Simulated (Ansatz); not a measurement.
# H8InNSi2: how energies converge with the basis set

The task here is to estimate one member of a computed series from the others.

Method: one geometry, several basis sets; program: Ansatz 0.2.0, Gaussian basis.

Levels to be run: PBE0-D4/def2-SVP; ωB97M-V/def2-SVP; PBE0-D4/def2-QZVPP; ωB97M-V/def2-QZVPP; the functionals' def2-TZVPP values are taken from earlier runs.

### The relaxed structure

An earlier PBE0-D4 in a triple-zeta def2 set relaxation fixed the geometry. In takes the def2 core potential; no spin-orbit term is included.

12 atoms, charge 0, spin multiplicity 1.

Atoms are counted from 1 here; the program's logs count them from 0.

Bond lengths: N1–Si2 1.739 Å, N1–H5 1.009 Å, N1–H6 1.009 Å, Si2–Si3 2.342 Å, Si2–In4 2.593 Å, Si2–H7 1.494 Å, Si3–H8 1.492 Å, Si3–H9 1.488 Å, Si3–H10 1.490 Å, In4–H11 1.735 Å, In4–H12 1.737 Å. Angles: Si2–N1–H5 118.0°, Si2–N1–H6 118.2°, H5–N1–H6 109.7°, N1–Si2–Si3 108.3°, N1–Si2–In4 118.4°, N1–Si2–H7 106.2°, Si3–Si2–In4 108.4°, Si3–Si2–H7 107.6°, In4–Si2–H7 107.4°, Si2–Si3–H8 109.6°, Si2–Si3–H9 113.0°, Si2–Si3–H10 109.3°, H8–Si3–H9 108.1°, H8–Si3–H10 107.6°, H9–Si3–H10 109.1°, Si2–In4–H11 122.3°, Si2–In4–H12 121.5°, H11–In4–H12 116.2°.

The first run:

in.yaml

```yaml
crystal:
  periodic: [false, false, false]
  atoms:
    - {symbol: N, position_ang: [-2.025349, -0.052752, -0.222953]}
    - {symbol: Si, position_ang: [-0.328372, -0.256719, -0.542777]}
    - {symbol: Si, position_ang: [0.630192, -1.392272, 1.268010]}
    - {symbol: In, position_ang: [1.098086, 1.852570, -1.032513]}
    - {symbol: H, position_ang: [-2.625633, 0.200465, -0.993331]}
    - {symbol: H, position_ang: [-2.296145, 0.461278, 0.601666]}
    - {symbol: H, position_ang: [-0.232669, -1.148627, -1.737248]}
    - {symbol: H, position_ang: [0.470141, -0.581599, 2.509727]}
    - {symbol: H, position_ang: [0.018693, -2.728068, 1.506597]}
    - {symbol: H, position_ang: [2.089900, -1.561706, 1.024778]}
    - {symbol: H, position_ang: [2.751336, 1.755356, -1.548599]}
    - {symbol: H, position_ang: [0.449830, 3.452074, -0.833359]}
basis:
  gaussian: {orbitals: def2-SVP}
hamiltonian: {xc: pbe0, dispersion: d4}
output: {orbitals: {seedname: orbitals}}
```

Started as:

```bash
> ansatz run in.yaml --threads 4 --pin off --events-out ev --progress --plain --max-ram 10444MiB
```

Among the steps run: PBE0-D4 in def2-SVP; ωB97M-V in def2-SVP; PBE0-D4 in def2-QZVPP; ωB97M-V in def2-QZVPP.

One of the session's tables, all rows but one given; the rest of the session is left out.

It belongs to the step «Functionals by basis». 

| functional | basis | HOMO (eV) | LUMO (eV) |
| --- | --- | --- | --- |
| PBE0-D4 | def2-SVP | -6.23 | -2.01 |
| PBE0-D4 | def2-TZVPP | -6.34 | -2.06 |
| PBE0-D4 | def2-QZVPP | -6.37 | -2.08 |
| ωB97M-V | def2-SVP | ? | ? |
| ωB97M-V | def2-TZVPP | -8.32 | -0.56 |
| ωB97M-V | def2-QZVPP | -8.34 | -0.60 |

**Question.** Estimate the row for ωB97M-V, def2-SVP.

As computed: HOMO (eV): -8.18; LUMO (eV): -0.43. In the column «HOMO (eV)» it lies between ωB97M-V, def2-TZVPP (-8.32) and PBE0-D4, def2-QZVPP (-6.37).
